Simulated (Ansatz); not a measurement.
# Be2CdTe3: the cost of one run

Program: Ansatz 0.2.0. Level of theory: DFT PBE, scalar-relativistic, plane waves, PAW, unless a step names another level. These are calculated values, not measurements.

1 further run of the same task is left out (it didn't finish).

### 1 Starting point

The structure is orthorhombic, space group Cmc2_1 (No. 36). The conventional cell has a = 12.614 Å, b = 7.297 Å, c = 6.893 Å, α = 90.00°, β = 90.00°, γ = 90.00°. Around Be (site symmetry 1) lie 4 Te at 2.46 to 2.48 Å. Cd (site symmetry m) has 4 Te at 2.84 to 2.85 Å as nearest neighbours. Te (site symmetry 1) is surrounded by 3 Be at 2.46 to 2.48 Å and 1 Cd at 2.85 Å. Te (site symmetry m) is surrounded by 2 Be at 2.46 Å and 2 Cd at 2.84 to 2.85 Å.

Coordinates:

```
Be Cd Te
1.0
     6.30712   -3.64833    0.00000
     6.30712    3.64833    0.00000
     0.00000    0.00000    6.89270
Be Cd Te
4 2 6
Cartesian
  4.1371 1.1617 3.4488
  4.1371 -1.1617 0.0025
  8.4772 -1.1617 0.0025
  8.4772 1.1617 3.4488
  6.3071 2.3753 -0.0012
  6.3071 -2.3753 3.4451
  3.9540 1.0925 5.9257
  8.6603 1.0925 5.9257
  6.3071 -2.1367 6.2726
  3.9540 -1.0925 2.4794
  8.6603 -1.0925 2.4794
  6.3071 2.1367 2.8262
```

It came out lowest among 37 distinct ends of the trial cells. At a tolerance of 0.02 Å it has space group Cmc2_1 (No. 36).

### 2 Kick test: the unmoved cell on a coarse mesh

Input file input.yaml:

```yaml
crystal:
  lattice:
    - [0.0, 0.0, -6.8927006153]
    - [6.3071221607, -3.6483296284, 0.0]
    - [-6.3071221607, -3.6483296284, 0.0]
  atoms:
    - { symbol: Be, position: [0.4996377498, 0.1687566644, 0.512822814] }
    - { symbol: Be, position: [0.9996377498, 0.487177186, 0.8312433356] }
    - { symbol: Be, position: [0.9996377498, 0.8312433356, 0.487177186] }
    - { symbol: Be, position: [0.4996377498, 0.512822814, 0.1687566644] }
    - { symbol: Cd, position: [0.0001745744, 0.174463973, 0.174463973] }
    - { symbol: Cd, position: [0.5001745744, 0.825536027, 0.825536027] }
    - { symbol: Te, position: [0.1402922485, 0.1637203918, 0.5368175586] }
    - { symbol: Te, position: [0.1402922485, 0.5368175586, 0.1637203918] }
    - { symbol: Te, position: [0.0899654291, 0.7928374846, 0.7928374846] }
    - { symbol: Te, position: [0.6402922485, 0.4631824414, 0.8362796082] }
    - { symbol: Te, position: [0.6402922485, 0.8362796082, 0.4631824414] }
    - { symbol: Te, position: [0.5899654291, 0.2071625154, 0.2071625154] }
basis:
  ecutwfc: 420
kpoints:
  mp_grid: { grid: [2, 2, 2] }
hamiltonian:
  xc: pbe
scf:
  occupations: { method: gaussian, width: 0.1 }
  lower_state_search: "off"
output:
  forces: true
  stress: true
  eigenvalues: true
```

Started as:

```sh
ansatz run input.yaml --threads 1 --pin off --max-ram 2560MiB --backend cpu --events-out ev --progress --plain --runs-dir out
```

What time and memory should one allow on 1 thread of Arm Neoverse V2, shared host?

About 8.8 s, with a peak of 0.59 GiB.
